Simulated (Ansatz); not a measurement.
A nudged elastic band was laid between two geometries of a periodic cell of 26 atoms, HW12C12F (surface WC(001), adsorbate HF).

Computed with Ansatz 0.2.0, DFT PBEsol, scalar-relativistic, plane waves, PAW. Settings: PAW set soft_1, cutoff 420 eV, k mesh 3x3x1, gaussian smearing 0.1 eV, no spin polarisation.

| Item | Value |
| --- | --- |
| movable images | 7 |
| climbing image | yes |
| spring | 5.0 eV/Å² |
| optimiser | quadratic models (default) |
| start path | IDPP |
| force threshold | 0.05 eV/Å |
| iteration limit | 39 |
| end points | relaxed |
| atoms held | 1, 2, 7, 8, 13, 14, 19, 20 |

First end point:

```xyz
26
Lattice="5.7958 0.0000 0.0000 -2.8979 5.0193 0.0000 0.0000 0.0000 20.0723" Properties=species:S:1:pos:R:3
W 0.000 0.000 1.000
C 1.449 0.837 2.414
W 0.000 0.000 3.822
C 1.449 0.837 5.200
W -0.001 0.001 6.707
C 1.451 0.837 7.798
W -1.449 2.510 1.000
C 0.000 3.346 2.414
W -1.449 2.510 3.822
C 0.000 3.346 5.200
W -1.449 2.508 6.706
C 0.002 3.348 7.797
W 2.898 0.000 1.000
C 4.347 0.837 2.414
W 2.898 0.000 3.822
C 4.347 0.837 5.200
W 2.901 0.002 6.707
C 4.346 0.837 7.812
W 1.449 2.510 1.000
C 2.898 3.346 2.414
W 1.449 2.510 3.822
C 2.898 3.347 5.200
W 1.449 2.510 6.706
C 2.897 3.346 7.798
F -0.301 1.621 10.377
H -0.750 1.337 9.594
```

Last end point:

Only the atoms that move by more than 0.05 Å are listed.
```
C6 1.458 0.842 7.905
C12 0.023 3.359 7.930
C18 4.274 0.802 7.799
C24 2.831 3.300 7.799
F25 -0.062 3.310 9.256
H26 1.308 0.755 8.989
```

Problem. What changes between the two ends?

Solution. Contacts lost: F25–H26. Contacts made: C6–H26, C12–F25. The atom that moves furthest is H26, by 2.22 Å; four of its nearest neighbours are F25 0.95, C18 1.98, C12 2.80, C6 2.89 Å at the first end and C6 1.10, W5 2.74, W17 2.90, W23 2.90 Å at the last.

Problem. Give the energies along the band, and the barrier.

Solution. It converged. The highest image is number 5 of 0 to 8, 0.38 eV above the first end and 2.09 eV above the last; the last end lies 1.71 eV below the first. Neighbouring images differ by up to 1.3 eV, so the band resolves the path poorly. By the program's own check the climbing image is of a kind that is not told: the force calls were inconclusive, a negative curvature could not be distinguished from the path's own, the only one lies far off the path, or fixed occupations may fill a level only in part (lowest curvatures found: -5.35 and 0.63 eV/Å²). Limits of this set-up: coarse k mesh, thin slab, slab without dipole correction, no dispersion correction for a molecule that may bind weakly, PAW files made for another functional.

```
image  path coordinate (Å)  energy (eV)  F25–H26 (Å)  C6–H26 (Å)  C12–F25 (Å)
    0                 0.00         0.00         0.95        2.89         3.12
    1                 0.89         0.00         0.95        2.57         3.44
    2                 1.78         0.00         0.95        2.02         3.37
    3                 2.67         0.00         0.95        1.98         3.08
    4                 3.56         0.02         0.95        2.01         2.56
    5                 4.45         0.38         1.10        1.57         1.77
    6                 4.96        -0.89         1.66        1.17         1.40
    7                 5.47        -1.55         2.29        1.10         1.33
    8                 5.98        -1.71         2.91        1.10         1.33
```

Problem. What is the geometry of the highest image?

Solution. 
```xyz
26
Lattice="5.7958 0.0000 0.0000 -2.8979 5.0193 0.0000 0.0000 0.0000 20.0723" Properties=species:S:1:pos:R:3
W 0.000 0.000 1.000
C 1.449 0.837 2.414
W 0.000 0.000 3.824
C 1.450 0.836 5.197
W 0.001 0.010 6.707
C 1.438 0.861 7.874
W -1.449 2.510 1.000
C 0.000 3.346 2.414
W -1.447 2.508 3.823
C 0.000 3.350 5.206
W -1.454 2.504 6.691
C 0.013 3.310 7.832
W 2.898 0.000 1.000
C 4.347 0.837 2.414
W 2.898 -0.001 3.829
C 4.343 0.837 5.202
W 2.878 0.017 6.723
C 4.337 0.828 7.809
W 1.449 2.510 1.000
C 2.898 3.346 2.414
W 1.449 2.511 3.821
C 2.903 3.356 5.183
W 1.468 2.507 6.666
C 2.899 3.323 7.786
F 0.349 2.685 9.448
H 0.860 1.855 8.947
```

Time of the run: 20 min on 4 threads of Intel(R) Xeon(R) 6975P-C (Granite Rapids) (shared host), peak memory 4.2 GiB.
